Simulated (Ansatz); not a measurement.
# Si2Ni: the cost of one run

Method: DFT PBEsol, scalar-relativistic, plane waves, PAW, in Ansatz 0.2.0.

The COD entry's cell or inner coordinates are ideal or old and differ from later refinements, so a difference from it is no clean test against experiment.

1 further run of the same task is left out (set aside as unsound or not needed).

### 1 The system as given

The structure is cubic, space group Fm-3m (No. 225). The conventional cell has a = 5.391 Å, b = 5.391 Å, c = 5.391 Å, α = 90.00°, β = 90.00°, γ = 90.00°. Si (site symmetry -43m) is surrounded by 4 Ni at 2.33 Å. Ni (site symmetry m-3m) has 8 Si at 2.33 Å in its first shell of neighbours.

As a file:

```
Si Ni
1.0
     0.00000    2.69570    2.69570
     2.69570    0.00000    2.69570
     2.69570    2.69570    0.00000
Si Ni
2 1
Cartesian
  1.3479 1.3479 1.3479
  4.0436 4.0436 4.0436
  0.0000 0.0000 0.0000
```

This cell was relaxed beforehand with the same method: volume 13.06 Å³/atom, gap on the mesh none (metal).

### 2 The slab

Miller indices refer to the conventional cell of the relaxed bulk, Fm-3m (No. 225): a = 5.391 Å, b = 5.391 Å, c = 5.391 Å, α = 90.00°, β = 90.00°, γ = 90.00°.

A (100) slab, 6.7 Å thick as cut, with 17 Å of vacuum; its outer planes are Ni (top) and Si (bottom).

The slab as cut. Its planes from the bottom up:

| plane | atoms per cell | height over the lowest (Å) |
| --- | --- | --- |
| 1 | Si2 | 0.00 |
| 2 | Ni | 1.35 |
| 3 | Si2 | 2.70 |
| 4 | Ni | 4.04 |
| 5 | Si2 | 5.39 |
| 6 | Ni | 6.74 |

### 3 Relaxing the clean slab

The input, input.yaml:

```yaml
crystal:
  lattice:
    - [3.8123023665, 0.0, 0.0]
    - [0.0, 3.8123023665, 0.0]
    - [0.0, 0.0, 23.7392621383]
  atoms:
    - { symbol: Si, position: [0.5, 0.0, 0.3580566216] }
    - { symbol: Si, position: [0.0, 0.5, 0.3580566216] }
    - { symbol: Ni, position: [0.5, 0.5, 0.4148339729] }
    - { symbol: Si, position: [0.0, 0.5, 0.4716113243] }
    - { symbol: Si, position: [0.5, 0.0, 0.4716113243] }
    - { symbol: Ni, position: [0.0, 0.0, 0.5283886757] }
    - { symbol: Si, position: [0.5, 0.0, 0.5851660271] }
    - { symbol: Si, position: [0.0, 0.5, 0.5851660271] }
    - { symbol: Ni, position: [0.5, 0.5, 0.6419433784] }
basis:
  ecutwfc: 420
kpoints:
  mp_grid: { grid: [8, 8, 1] }
hamiltonian:
  xc: pbesol
scf:
  occupations: { method: gaussian, width: 0.1 }
output:
  forces: true
  eigenvalues: true
  write_density: true
  write_potential: true
  elf: true
  volumetric_format: npy
relax:
  adjacent_minimum: "off"
  f_tol: 0.03
  max_steps: 70
  constraints: [{ sites: [0, 1, 2, 3, 4] }]
efield:
  axis: 3
  dipole_correction: true
  ramp_width: 0.04
```

Run with:

```
$ ansatz run input.yaml --threads 2 --pin off --max-ram 5120MiB --backend cpu --events-out ev --progress --plain --runs-dir out
```

What time and memory should one allow on 2 threads of Intel Xeon Platinum 8488C (Sapphire Rapids), shared host?

About 45 s, with a peak of 0.79 GiB.
